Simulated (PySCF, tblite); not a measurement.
# C2H5ClGeO2: dynamics, then NMR shifts on frames

Aim: move C2H5ClGeO2 (`O=[C](O)[GeH2][CH2]Cl`) away from its starting geometry and see how NMR shifts follow the geometry.

The runs use tblite 0.8.0 and PySCF 2.14.0, with density-fitted response routines of our own; the level of theory stands in each step. All values are computed, except where a source is named. Atoms are numbered from 0 throughout.

## Step 1: The starting structure

11 atoms, charge 0, multiplicity 1; geometry from: GFN2-xTB.

Bonds of the start (Å): O0–C1 1.20, C1–O2 1.33, C1–Ge3 1.99, Ge3–C4 1.98, C4–Cl5 1.78, O2–H6 0.97, Ge3–H7 1.51, Ge3–H8 1.50, C4–H9 1.09, C4–H10 1.09.

## Step 2: Dynamics with GFN2-xTB

Job settings and geometry (Å):

```
{"job": {"kind": "md", "xc": "GFN2-xTB", "basis": "xTB", "temperature": 300, "steps": 2000, "every": 50, "frames": 5}, "charge": 0, "multiplicity": 1}
O      1.677432    -0.673083    -1.384971
C      1.438990    -0.103187    -0.358489
O      2.276871    -0.057107     0.672349
Ge    -0.234384     0.881284     0.081463
C     -1.736843    -0.391351    -0.149736
Cl    -1.465696    -1.684517     1.044027
H      3.095136    -0.556804     0.495568
H     -0.424685     2.055975    -0.842795
H     -0.165610     1.348279     1.503185
H     -2.716383     0.036247     0.048614
H     -1.739404    -0.853066    -1.135178
```

Level: GFN2-xTB Langevin dynamics, gas phase.

The run is started by

```bash
$ OMP_NUM_THREADS=1 python probes_run.py task.json out
```

One launch serves the whole session: the jobs run in the order shown.

Output:

```text
t/fs     T/K      E/eV
    0.0   263.2   -582.93695
   25.0   234.2   -582.78224
   50.0   204.1   -582.69665
   75.0   150.7   -582.74780
  100.0   202.1   -582.80605
  125.0   208.5   -582.79584
  150.0   190.6   -582.73078
  175.0   269.7   -582.61738
  200.0   222.7   -582.61512
  225.0   283.4   -582.70689
  250.0   245.6   -582.64527
  275.0   265.5   -582.66065
  300.0   296.5   -582.72139
  325.0   228.8   -582.64497
  350.0   212.9   -582.60095
  375.0   305.5   -582.56342
  400.0   218.9   -582.54335
  425.0   271.5   -582.50508
  450.0   271.1   -582.57894
  475.0   273.6   -582.60782
  500.0   327.1   -582.65419
  525.0   301.6   -582.63851
  550.0   325.3   -582.65386
  575.0   303.4   -582.61428
  600.0   267.1   -582.64636
  625.0   315.1   -582.71719
  650.0   340.0   -582.61846
  675.0   290.6   -582.47744
  700.0   284.3   -582.61923
  725.0   309.8   -582.67623
  750.0   320.4   -582.64484
  775.0   335.4   -582.59690
  800.0   300.9   -582.53604
  825.0   261.5   -582.43541
  850.0   332.0   -582.56616
  875.0   300.4   -582.53546
  900.0   210.4   -582.63020
  925.0   169.5   -582.63401
  950.0   180.4   -582.56673
  975.0   357.0   -582.68257
 1000.0   258.4   -582.72187
```

It took 11 s on 1 thread of Arm Neoverse V1, shared host; peak memory 0.18 GiB.

Distance from the start (root mean square after alignment): 0 fs 0.00 Å, 200 fs 0.18 Å, 400 fs 0.24 Å, 600 fs 0.55 Å, 800 fs 0.65 Å, 1000 fs 0.44 Å.

Positions (Å) and forces (eV/Å) at 1000 fs:

```xyz
11

O     2.264   -1.078   -1.619    0.779    0.455   -1.613
C     1.546   -0.861   -0.711   -1.015   -0.746    1.584
O     1.609   -1.629    0.386    0.923   -0.413    0.274
Ge    0.043    0.479   -0.433    0.272   -0.180    0.520
C    -1.786   -0.315   -0.412   -0.272   -0.240   -0.107
Cl   -1.676   -1.537    0.868    0.008   -0.113    0.343
H     2.394   -2.277    0.353   -1.259    0.914   -0.068
H     0.241    1.594   -1.394   -0.086    0.252   -0.300
H     0.170    1.026    0.978    0.108   -0.088   -0.224
H    -2.638    0.334   -0.163    0.524    0.000   -0.087
H    -2.047   -0.893   -1.291    0.018    0.159   -0.322
```

## Step 3: Nuclear shieldings: 250 fs, PBE0/pcSseg-1

Job settings and geometry (Å):

```
{"job": {"kind": "nmr", "xc": "PBE0", "basis": "pcSseg-1", "pop": false}, "charge": 0, "multiplicity": 1}
O      1.373900    -1.226900    -1.293700
C      1.171900    -0.575200    -0.297700
O      2.009300    -0.578100     0.695800
Ge    -0.340500     0.705200     0.115000
C     -1.946300    -0.575800    -0.047200
Cl    -1.980900    -1.749000     1.203000
H      2.736200    -1.162700     0.588500
H     -0.547600     1.579000    -1.048900
H     -0.192800     1.424300     1.426100
H     -2.907400    -0.107400    -0.022500
H     -1.749600    -1.132200    -1.013700
```

With the program's defaults for keys left out, this is: GIAO PBE0/pcSseg-1 NMR shielding, non-relativistic, gas phase.

Output:

```text
coarse grid: 46816 points
cycle   1  E = -2765.7456170923  dE =  2.085e-01  |g| = 1.222e+00  |ddm| = 3.157e+00
cycle   2  E = -2765.2569387636  dE =  4.887e-01  |g| = 1.979e+00  |ddm| = 1.913e+00
cycle   3  E = -2765.8925090983  dE = -6.356e-01  |g| = 4.884e-01  |ddm| = 1.539e+00
cycle   4  E = -2765.9329155776  dE = -4.041e-02  |g| = 1.236e-01  |ddm| = 3.178e-01
cycle   5  E = -2765.9351979791  dE = -2.282e-03  |g| = 3.535e-02  |ddm| = 8.298e-02
cycle   6  E = -2765.9353937033  dE = -1.957e-04  |g| = 9.567e-03  |ddm| = 2.231e-02
cycle   7  E = -2765.9354069906  dE = -1.329e-05  |g| = 1.941e-03  |ddm| = 7.693e-03
cycle   8  E = -2765.9354077183  dE = -7.277e-07  |g| = 3.902e-04  |ddm| = 1.911e-03
final grid: 96480 points
cycle   9  E = -2765.9354095873  dE =  3.776e-09  |g| = 5.945e-04  |ddm| = 1.354e-03
cycle  10  E = -2765.9354094042  dE =  1.831e-07  |g| = 1.144e-03  |ddm| = 1.171e-03
cycle  11  E = -2765.9354096597  dE = -2.554e-07  |g| = 1.265e-04  |ddm| = 7.221e-04
cycle  12  E = -2765.9354096629  dE = -3.266e-09  |g| = 1.983e-05  |ddm| = 9.844e-05
cycle  13  E = -2765.9354096630  dE = -8.868e-11  |g| = 3.383e-06  |ddm| = 1.900e-05
converged SCF energy = -2765.9354096630

GIAO shielding tensors (ppm)
atom      isotropic    diamagn.    paramagn.     s11        s22        s33       span
  0 O     -147.876     402.108    -549.984   -428.544   -237.878    222.795    651.338
  1 C        6.571     250.844    -244.273    -99.320     43.095     75.937    175.257
  2 O      107.847     391.730    -283.883    -47.351    154.030    216.862    264.213
  3 Ge    1494.042    2753.903   -1259.861   1421.892   1502.535   1557.699    135.807
  4 C      153.991     248.287     -94.296    132.991    150.647    178.334     45.343
  5 Cl     935.443    1145.748    -210.305    852.377    872.359   1081.593    229.216
  6 H       25.667      31.561      -5.895     18.614     23.353     35.033     16.420
  7 H       27.683      29.021      -1.338     21.224     22.050     39.776     18.552
  8 H       26.894      27.542      -0.648     20.731     22.004     37.947     17.216
  9 H       28.303      29.000      -0.697     21.385     28.162     35.361     13.975
 10 H       27.083      28.081      -0.998     21.783     26.416     33.049     11.266
```

Run time: 19 s. Hardware: 1 thread of Arm Neoverse V1, shared host; peak memory 0.77 GiB.

Shifts follow as δ = σ(reference) − σ, with reference shieldings (ppm) from runs at the same level and on the same kind of geometry: 1H TMS 31.72, 13C TMS 186.9, 17O H2O 336.1, 73Ge GeMe4 1331, 35Cl HCl 950. The references are single molecules in the gas phase, so shifts against H2O, NH3, PH3, H3PO4 or CFCl3 are not on the usual liquid scales and can be off by tens of ppm. Each atom is listed at this fixed geometry, with no averaging over motion; a spectrum would average atoms that exchange fast.

```
atoms                                 environment  σ (ppm)  δ (ppm)
   C1                             carbonyl carbon      6.6    180.4
   C4                 sp3 CH2 bonded to Cl and Ge    154.0     32.9
   H6         hydrogen on an acid hydroxyl oxygen    25.67     6.05
   H8       hydrogen on a germanium bonded to 2 C    26.89     4.82
  H10  hydrogen on an sp3 CH2 bonded to Cl and Ge    27.08     4.63
   H7       hydrogen on a germanium bonded to 2 C    27.68     4.03
   H9  hydrogen on an sp3 CH2 bonded to Cl and Ge    28.30     3.41
   O0                             carbonyl oxygen   -147.9    484.0
   O2                        acid hydroxyl oxygen    107.8    228.2
  Ge3                germanium bonded to 2 C, 2 H     1494     -163
  Cl5                        chlorine bonded to C      935       14
```

## Step 4: Shielding tensors: 425 fs, PBE0/pcSseg-1

Job settings and geometry (Å):

```
{"job": {"kind": "nmr", "xc": "PBE0", "basis": "pcSseg-1", "pop": false}, "charge": 0, "multiplicity": 1}
O      1.520500    -1.287800    -1.197000
C      1.370400    -0.744100    -0.173200
O      2.195600    -0.783900     0.818000
Ge    -0.229700     0.444700     0.243700
C     -1.848900    -0.748100     0.103400
Cl    -1.628800    -2.217800     1.034100
H      3.008800    -1.369000     0.552700
H      0.134700     1.543600    -0.713900
H     -0.063400     0.868900     1.630000
H     -2.775000    -0.235000     0.475300
H     -1.913200    -1.088400    -0.960500
```

Method: GIAO PBE0/pcSseg-1 NMR shielding, non-relativistic, gas phase.

Output:

```text
coarse grid: 46816 points
cycle   1  E = -2765.7545435295  dE =  1.937e-01  |g| = 1.196e+00  |ddm| = 3.152e+00
cycle   2  E = -2765.4287105228  dE =  3.258e-01  |g| = 1.753e+00  |ddm| = 1.727e+00
cycle   3  E = -2765.9036865754  dE = -4.750e-01  |g| = 3.985e-01  |ddm| = 1.303e+00
cycle   4  E = -2765.9299814029  dE = -2.629e-02  |g| = 1.164e-01  |ddm| = 2.684e-01
cycle   5  E = -2765.9320366734  dE = -2.055e-03  |g| = 3.048e-02  |ddm| = 7.601e-02
cycle   6  E = -2765.9321812492  dE = -1.446e-04  |g| = 7.884e-03  |ddm| = 1.884e-02
cycle   7  E = -2765.9321903365  dE = -9.087e-06  |g| = 1.517e-03  |ddm| = 6.423e-03
final grid: 96480 points
cycle   8  E = -2765.9322029443  dE =  2.913e-07  |g| = 2.165e-03  |ddm| = 3.086e-03
cycle   9  E = -2765.9322013535  dE =  1.591e-06  |g| = 3.763e-03  |ddm| = 3.422e-03
cycle  10  E = -2765.9322037198  dE = -2.366e-06  |g| = 5.025e-04  |ddm| = 2.150e-03
cycle  11  E = -2765.9322037644  dE = -4.460e-08  |g| = 6.326e-05  |ddm| = 3.590e-04
cycle  12  E = -2765.9322037651  dE = -6.930e-10  |g| = 1.405e-05  |ddm| = 5.654e-05
converged SCF energy = -2765.9322037651

GIAO shielding tensors (ppm)
atom      isotropic    diamagn.    paramagn.     s11        s22        s33       span
  0 O     -109.271     403.451    -512.722   -377.608   -166.567    216.363    593.970
  1 C       14.502     254.396    -239.894    -80.425     42.582     81.349    161.774
  2 O       98.515     391.626    -293.111    -35.619    102.817    228.348    263.967
  3 Ge    1503.870    2754.737   -1250.867   1439.053   1459.623   1612.935    173.882
  4 C      152.429     249.017     -96.588    123.251    147.608    186.428     63.176
  5 Cl     908.345    1145.650    -237.305    808.158    839.887   1076.992    268.834
  6 H       23.923      26.372      -2.449     17.450     21.821     32.499     15.049
  7 H       26.938      28.284      -1.346     20.542     21.715     38.557     18.016
  8 H       27.782      29.392      -1.610     21.144     22.720     39.481     18.336
  9 H       27.355      27.291       0.064     20.752     26.439     34.873     14.121
 10 H       27.012      27.997      -0.984     20.896     26.246     33.895     12.999
```

Run time: 19 s. Hardware: 1 thread of Arm Neoverse V1, shared host; peak memory 0.86 GiB.

This run: δ C1 172.4, C4 34.5, O0 445.3, O2 237.6, H6 7.79, H7 4.78 ppm.

## Step 5: Shielding tensors: 625 fs, PBE0/pcSseg-1

Job settings and geometry (Å):

```
{"job": {"kind": "nmr", "xc": "PBE0", "basis": "pcSseg-1", "pop": false}, "charge": 0, "multiplicity": 1}
O      2.265300    -1.125400    -1.137000
C      1.608100    -0.916200    -0.128400
O      1.845500    -1.464300     1.071300
Ge     0.006300     0.221500    -0.135700
C     -1.585800    -0.935100     0.130100
Cl    -1.060800    -2.243100     1.311300
H      2.664500    -1.948800     1.217700
H     -0.155200     0.976100    -1.450100
H      0.103900     1.187500     1.000400
H     -2.444000    -0.393000     0.492900
H     -1.913400    -1.499100    -0.748100
```

Level: GIAO PBE0/pcSseg-1 NMR shielding, non-relativistic, gas phase.

Output:

```text
coarse grid: 46816 points
cycle   1  E = -2765.7443257104  dE =  6.115e-02  |g| = 1.228e+00  |ddm| = 3.127e+00
cycle   2  E = -2765.2874528415  dE =  4.569e-01  |g| = 1.948e+00  |ddm| = 1.801e+00
cycle   3  E = -2765.8955208546  dE = -6.081e-01  |g| = 4.858e-01  |ddm| = 1.412e+00
cycle   4  E = -2765.9356668207  dE = -4.015e-02  |g| = 1.270e-01  |ddm| = 3.258e-01
cycle   5  E = -2765.9380932581  dE = -2.426e-03  |g| = 3.971e-02  |ddm| = 8.422e-02
cycle   6  E = -2765.9383441493  dE = -2.509e-04  |g| = 8.869e-03  |ddm| = 2.425e-02
cycle   7  E = -2765.9383554023  dE = -1.125e-05  |g| = 1.795e-03  |ddm| = 6.921e-03
cycle   8  E = -2765.9383560101  dE = -6.078e-07  |g| = 4.779e-04  |ddm| = 1.884e-03
final grid: 96480 points
cycle   9  E = -2765.9383627428  dE =  3.627e-08  |g| = 7.424e-04  |ddm| = 1.536e-03
cycle  10  E = -2765.9383624151  dE =  3.277e-07  |g| = 1.513e-03  |ddm| = 1.444e-03
cycle  11  E = -2765.9383628517  dE = -4.366e-07  |g| = 1.544e-04  |ddm| = 9.136e-04
cycle  12  E = -2765.9383628565  dE = -4.795e-09  |g| = 2.400e-05  |ddm| = 1.349e-04
cycle  13  E = -2765.9383628566  dE = -1.382e-10  |g| = 3.680e-06  |ddm| = 2.028e-05
converged SCF energy = -2765.9383628566

GIAO shielding tensors (ppm)
atom      isotropic    diamagn.    paramagn.     s11        s22        s33       span
  0 O     -216.727     401.247    -617.973   -575.262   -293.459    218.542    793.804
  1 C        0.310     252.433    -252.123   -113.477     44.501     69.906    183.383
  2 O      100.583     391.811    -291.228    -65.689    160.397    207.040    272.729
  3 Ge    1505.729    2753.980   -1248.251   1427.007   1509.882   1580.298    153.292
  4 C      150.330     249.543     -99.213    123.699    134.707    192.584     68.885
  5 Cl     864.615    1145.719    -281.104    741.187    784.973   1067.686    326.499
  6 H       24.815      29.205      -4.390     17.656     22.369     34.421     16.765
  7 H       26.942      28.161      -1.219     20.548     21.557     38.721     18.173
  8 H       27.290      28.326      -1.036     21.634     21.928     38.309     16.675
  9 H       28.645      29.059      -0.413     23.252     27.134     35.550     12.297
 10 H       27.926      28.771      -0.845     21.974     26.475     35.328     13.354
```

Wall time 19 s (1 thread of Arm Neoverse V1, shared host); peak memory 0.86 GiB.

This run: δ C1 186.6, C4 36.6, O0 552.8, O2 235.5, H6 6.90, H7 4.77 ppm.

## Step 6: Shielding tensors: 800 fs, PBE0/pcSseg-1

Job settings and geometry (Å):

```
{"job": {"kind": "nmr", "xc": "PBE0", "basis": "pcSseg-1", "pop": false}, "charge": 0, "multiplicity": 1}
O      2.558100    -0.927000    -1.172800
C      1.565300    -0.861000    -0.465000
O      1.474200    -1.654800     0.613300
Ge     0.016000     0.406800    -0.463400
C     -1.565900    -0.818900    -0.364300
Cl    -1.620200    -1.327600     1.253000
H      2.253800    -2.264300     0.661500
H     -0.007900     1.118000    -1.789800
H     -0.085700     1.239400     0.839200
H     -2.558700    -0.287700    -0.603000
H     -1.299600    -1.657400    -0.966300
```

Method: GIAO PBE0/pcSseg-1 NMR shielding, non-relativistic, gas phase.

Output:

```text
coarse grid: 46816 points
cycle   1  E = -2765.7368156798  dE =  1.467e-01  |g| = 1.229e+00  |ddm| = 3.148e+00
cycle   2  E = -2765.2524905472  dE =  4.843e-01  |g| = 1.985e+00  |ddm| = 1.864e+00
cycle   3  E = -2765.8889889242  dE = -6.365e-01  |g| = 4.879e-01  |ddm| = 1.473e+00
cycle   4  E = -2765.9292420783  dE = -4.025e-02  |g| = 1.351e-01  |ddm| = 3.305e-01
cycle   5  E = -2765.9320024425  dE = -2.760e-03  |g| = 4.213e-02  |ddm| = 8.843e-02
cycle   6  E = -2765.9322826934  dE = -2.803e-04  |g| = 9.737e-03  |ddm| = 2.601e-02
cycle   7  E = -2765.9322965264  dE = -1.383e-05  |g| = 1.999e-03  |ddm| = 7.907e-03
cycle   8  E = -2765.9322973008  dE = -7.743e-07  |g| = 4.409e-04  |ddm| = 2.064e-03
final grid: 96480 points
cycle   9  E = -2765.9323615260  dE =  1.768e-08  |g| = 6.913e-04  |ddm| = 1.449e-03
cycle  10  E = -2765.9323612285  dE =  2.974e-07  |g| = 1.451e-03  |ddm| = 1.344e-03
cycle  11  E = -2765.9323616172  dE = -3.887e-07  |g| = 1.259e-04  |ddm| = 8.489e-04
cycle  12  E = -2765.9323616203  dE = -3.088e-09  |g| = 1.841e-05  |ddm| = 1.163e-04
cycle  13  E = -2765.9323616204  dE = -7.776e-11  |g| = 4.607e-06  |ddm| = 1.702e-05
converged SCF energy = -2765.9323616204

GIAO shielding tensors (ppm)
atom      isotropic    diamagn.    paramagn.     s11        s22        s33       span
  0 O     -197.725     400.458    -598.184   -492.497   -301.184    200.505    693.001
  1 C       -0.208     250.522    -250.730   -109.314     36.872     71.818    181.132
  2 O       73.812     392.124    -318.312    -97.788    107.806    211.417    309.205
  3 Ge    1476.282    2754.318   -1278.036   1386.871   1488.680   1553.295    166.424
  4 C      161.008     250.666     -89.658    145.419    152.460    185.145     39.726
  5 Cl     924.545    1146.336    -221.792    827.288    891.529   1054.817    227.529
  6 H       24.222      28.866      -4.644     18.261     22.470     31.933     13.672
  7 H       26.882      28.249      -1.367     20.237     21.441     38.968     18.730
  8 H       26.343      26.664      -0.320     20.878     22.238     35.915     15.037
  9 H       27.003      27.165      -0.162     20.327     25.866     34.815     14.489
 10 H       28.727      29.614      -0.887     24.013     27.508     34.659     10.646
```

It took 20 s on 1 thread of Arm Neoverse V1, shared host; peak memory 0.86 GiB.

In short: δ C1 187.1, C4 25.9, O0 533.8, O2 262.3, H6 7.50, H8 5.37 ppm.

## Step 7: Shielding tensors: 1000 fs, PBE0/pcSseg-1

Job settings and geometry (Å):

```
{"job": {"kind": "nmr", "xc": "PBE0", "basis": "pcSseg-1", "pop": false}, "charge": 0, "multiplicity": 1}
O      2.264000    -1.078100    -1.619300
C      1.545700    -0.860600    -0.711400
O      1.608500    -1.628600     0.385700
Ge     0.043300     0.479200    -0.432600
C     -1.786100    -0.314900    -0.412300
Cl    -1.676000    -1.536700     0.868300
H      2.394200    -2.277300     0.353200
H      0.241300     1.594000    -1.394000
H      0.170300     1.026400     0.978400
H     -2.638200     0.334300    -0.163100
H     -2.047300    -0.893500    -1.291300
```

Method: GIAO PBE0/pcSseg-1 NMR shielding, non-relativistic, gas phase.

Output:

```text
coarse grid: 46816 points
cycle   1  E = -2765.7481556001  dE =  1.297e-01  |g| = 1.220e+00  |ddm| = 3.134e+00
cycle   2  E = -2765.3551289883  dE =  3.930e-01  |g| = 1.870e+00  |ddm| = 1.792e+00
cycle   3  E = -2765.9049765135  dE = -5.498e-01  |g| = 4.165e-01  |ddm| = 1.387e+00
cycle   4  E = -2765.9333871566  dE = -2.841e-02  |g| = 1.327e-01  |ddm| = 2.881e-01
cycle   5  E = -2765.9360790227  dE = -2.692e-03  |g| = 3.781e-02  |ddm| = 8.529e-02
cycle   6  E = -2765.9363022581  dE = -2.232e-04  |g| = 8.977e-03  |ddm| = 2.326e-02
cycle   7  E = -2765.9363137856  dE = -1.153e-05  |g| = 1.747e-03  |ddm| = 7.340e-03
cycle   8  E = -2765.9363143867  dE = -6.011e-07  |g| = 3.764e-04  |ddm| = 1.863e-03
final grid: 96480 points
cycle   9  E = -2765.9363619516  dE =  3.073e-09  |g| = 5.181e-04  |ddm| = 1.135e-03
cycle  10  E = -2765.9363618212  dE =  1.304e-07  |g| = 9.957e-04  |ddm| = 1.016e-03
cycle  11  E = -2765.9363620035  dE = -1.824e-07  |g| = 1.107e-04  |ddm| = 6.103e-04
cycle  12  E = -2765.9363620059  dE = -2.377e-09  |g| = 1.687e-05  |ddm| = 9.634e-05
cycle  13  E = -2765.9363620060  dE = -5.093e-11  |g| = 3.889e-06  |ddm| = 1.422e-05
converged SCF energy = -2765.9363620060

GIAO shielding tensors (ppm)
atom      isotropic    diamagn.    paramagn.     s11        s22        s33       span
  0 O     -146.836     399.909    -546.745   -397.011   -251.103    207.607    604.617
  1 C       13.978     250.078    -236.100    -88.512     58.695     71.752    160.264
  2 O       72.794     392.368    -319.574    -79.423     80.950    216.853    296.276
  3 Ge    1497.221    2753.292   -1256.072   1460.175   1487.184   1544.303     84.128
  4 C      156.091     249.684     -93.593    137.087    146.041    185.145     48.058
  5 Cl     902.151    1146.498    -244.346    805.058    826.005   1075.391    270.333
  6 H       24.001      27.552      -3.551     17.952     22.092     31.960     14.008
  7 H       27.402      28.232      -0.830     20.428     21.788     39.990     19.562
  8 H       26.950      27.597      -0.647     21.509     22.216     37.125     15.616
  9 H       28.009      28.383      -0.374     21.745     26.571     35.712     13.967
 10 H       28.080      28.854      -0.775     22.302     26.863     35.073     12.770
```

Run time: 18 s. Hardware: 1 thread of Arm Neoverse V1, shared host; peak memory 0.85 GiB.

In short: δ C1 172.9, C4 30.8, O0 482.9, O2 263.3, H6 7.72, H8 4.77 ppm.

## Step 8: Side by side: NMR shifts

Shifts (ppm) of some atoms, chosen among heavy atoms and hydrogens apart, with basis size and wall time:

```
  frame     C1    H6   H10     O0     O2   Ge3  Cl5  functions  time
 250 fs  180.4  6.05  4.63  484.0  228.2  -163   14        158  19 s
 425 fs  172.4  7.79  4.70  445.3  237.6  -173   41        158  19 s
 625 fs  186.6  6.90  3.79  552.8  235.5  -175   85        158  19 s
 800 fs  187.1  7.50  2.99  533.8  262.3  -145   25        158  20 s
1000 fs  172.9  7.72  3.64  482.9  263.3  -166   48        158  18 s
```

## Step 9: What came out

| quantity | value |
| --- | --- |
| thermostat | 300 K |
| mean temperature, second half | 290 K |
| mean potential energy above the minimum | 0.32 eV |
| 13C shifts against TMS (PBE0/pcSseg-1, 250 fs) | 180.4, 32.9 ppm |
| 1H shifts against TMS (PBE0/pcSseg-1, 250 fs) | 6.05, 4.82, 4.63, 4.03, 3.41 ppm |
| 17O shifts against H2O (PBE0/pcSseg-1, 250 fs) | 484.0, 228.2 ppm |
| 73Ge shifts against GeMe4 (PBE0/pcSseg-1, 250 fs) | -163 ppm |
| 35Cl shifts against HCl (PBE0/pcSseg-1, 250 fs) | 14 ppm |
| range of the shift of O0 | 445.3 to 552.8 ppm |

In words: In the second half the potential energy averages 0.32 eV above the minimum; equipartition over 27 harmonic modes at 300 K would give 0.35 eV. With 11 atoms the temperature swings widely (151 to 357 K). Shifts at one fixed geometry are not the observed spectrum, which averages over the motion. In the first frame run (250 fs): The largest span, 651 ppm, is at O0, where the paramagnetic term is -550 ppm. In ppm, O0 moves most: its shift spreads over 107.5 ppm, from 445.3 (425 fs) to 552.8 (625 fs). Spin-orbit coupling is left out, which matters for shieldings and couplings at and beside the heavy atoms.
